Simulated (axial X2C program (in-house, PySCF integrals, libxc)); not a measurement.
# SrF⁺: bond curves with and without spin–orbit coupling

Aim: find the lowest determinant of SrF⁺, scan the bond at several levels and fit the constants, once spin-free and once with spin–orbit coupling.

The runs use an in-house X2C program for linear molecules on PySCF integrals; all-electron X2C, Sr dyall-v4z, F dyall-v4z.

All values are calculated.

**1. Input**

File task.json:

```json
{"zs": [38, 9], "q": 1, "bas": ["dyall-v4z", "dyall-v4z"], "levels": ["PBE0", "HF", "M06", "PBEsol"], "cc": false, "r0": 2.49, "npts": 10, "nst": 2, "ntry": 6}
```

Keys: zs atomic numbers; q charge; bas basis sets; levels methods (HF also brings MP2); cc coupled cluster on or off; r0 starting distance in Å; npts points asked for on the curve; nst determinants followed; ntry starts of the search.

Run with:

```bash
$ python so2c.py task.json out
```

Spin-free means the one-electron spin-free X2C Hamiltonian; two-component (2c) means X2C with spin–orbit coupling and atomic mean-field two-electron Coulomb and Gaunt terms. Basis: Sr dyall-v4z contracted to [13s14p9d4f3g], F dyall-v4z contracted to [7s6p3d2f1g]; Gaussian nuclei, density fitting. Masses: Sr 87.906 u, F 18.998 u.

Notation: σ, π±, δ± give the projection m of an orbital's angular momentum (0, ±1, ±2), α and β its spin, Λ and M_S the sums; ω is the projection of a spinor's total angular momentum and Ω the sum. Logs are in hartree.

After this run come: PBE0, spin-free; HF, spin-free; M06, spin-free; PBEsol, spin-free; PBE0, 2c; HF, 2c; M06, 2c; PBEsol, 2c.

What does the calculation give? Wanted: for each run, Hamiltonian; Re; ωe; De; μ.

As calculated:

Lowest determinant that the search found at its distance (another Ω component may lie lower), spin-free: M_S = 0, Λ = 0 (closed shell).

Lowest determinant that the search found at its distance (another Ω component may lie lower), 2c: Ω = 0 (closed shell).

```json
{"Hamiltonian": "spin-free", "level": "PBE0", "Re (Å)": "1.985", "ωe (cm⁻¹)": "594", "De (eV)": "5.78", "μ (D)": "-7.21"}
{"Hamiltonian": "spin-free", "level": "HF", "Re (Å)": "2.016", "ωe (cm⁻¹)": "580", "De (eV)": "3.82", "μ (D)": "-8.23"}
{"Hamiltonian": "spin-free", "level": "MP2", "Re (Å)": "1.999", "ωe (cm⁻¹)": "585", "De (eV)": "6.03", "μ (D)": "n/a"}
{"Hamiltonian": "spin-free", "level": "M06", "Re (Å)": "1.997", "ωe (cm⁻¹)": "580", "De (eV)": "6.09", "μ (D)": "-7.39"}
{"Hamiltonian": "spin-free", "level": "PBEsol", "Re (Å)": "1.978", "ωe (cm⁻¹)": "596", "De (eV)": "6.40", "μ (D)": "-6.75"}
{"Hamiltonian": "2c", "level": "PBE0", "Re (Å)": "1.985", "ωe (cm⁻¹)": "594", "De (eV)": "5.78", "μ (D)": "-7.20"}
{"Hamiltonian": "2c", "level": "HF", "Re (Å)": "2.016", "ωe (cm⁻¹)": "580", "De (eV)": "3.81", "μ (D)": "-8.22"}
{"Hamiltonian": "2c", "level": "MP2", "Re (Å)": "1.999", "ωe (cm⁻¹)": "585", "De (eV)": "6.02", "μ (D)": "n/a"}
{"Hamiltonian": "2c", "level": "M06", "Re (Å)": "1.997", "ωe (cm⁻¹)": "580", "De (eV)": "6.09", "μ (D)": "-7.38"}
{"Hamiltonian": "2c", "level": "PBEsol", "Re (Å)": "1.978", "ωe (cm⁻¹)": "596", "De (eV)": "6.40", "μ (D)": "-6.74"}
```

Dipoles are positive if F is the positive end and refer to the centre of mass.

What this shows: At MP2, going from spin-free to two-component changes Re by 0 mÅ, ωe by 0.0 %, which is small (part of it comes from the scalar share of the two-electron terms). De moves by -0.01 eV; both De rest on single-determinant atoms, which can miss part of an open shell's spin–orbit lowering.

De refers to Sr+ + F, the ground-state fragments, which need not be this curve's own limit. Each curve is one determinant whose occupation by symmetry is held fixed; it was picked as the lowest of a PBE0 search that is not exhaustive. Closed shells are restricted here (equal orbitals for both partners), which fails at long range if the bond breaks into open shells. De is counted from the lowest determinant-based energies of the atoms at the same level, without counterpoise correction. The meta-GGAs lack a current-density term, which matters for open shells with orbital currents, atoms included.
